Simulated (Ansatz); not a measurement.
Runs of Ansatz 0.2.0 on In3Se. The structure is cubic, space group Pm-3m (No. 221). The conventional cell has a = 4.804 Å, b = 4.804 Å, c = 4.804 Å, α = 90.00°, β = 90.00°, γ = 90.00°. Around In (site symmetry 4/mmm) lie 8 In at 3.40 Å and 4 Se at 3.40 Å. Se (site symmetry m-3m) has 12 In at 3.40 Å as nearest neighbours. The cell comes from a database or a generator and needn't be the stable form of this composition.

| level | cutoff (eV) | gap on the mesh (eV) | pressure (GPa) |
| --- | --- | --- | --- |
| LDA | 420 | none | -3.9 |
| PBE0 | 420 | none | -0.8 |
| r2SCAN | 500 | none | (a) |
| HSE06 | 420 | none | -0.8 |
| BLYP | 420 | none | 3.9 |

Alike in all rows: task projected density of states; potentials or basis Ansatz PAW; no spin polarisation; cell as given; k mesh 3 × 3 × 3; smearing fermi-dirac 0.05 eV; the mesh is coarse, so values aren't converged.

Q: Estimate the missing entries.

A: (a) -0.9.

Caveats: all runs use coarse meshes; the PAW data sets come from PBE, with cores solved anew for the run's functional, which leaves a small shift of forces and pressure; the density of states is complete only up to the lowest level of the last band computed; the thresholds are loose for stress (some runs).

A k mesh can miss the band edges, and the runs leave out spin-orbit coupling on In, Se.

A gap of «none» marks a metal or a gap under the smearing width.

Runs at the PBE level aren't shown here.
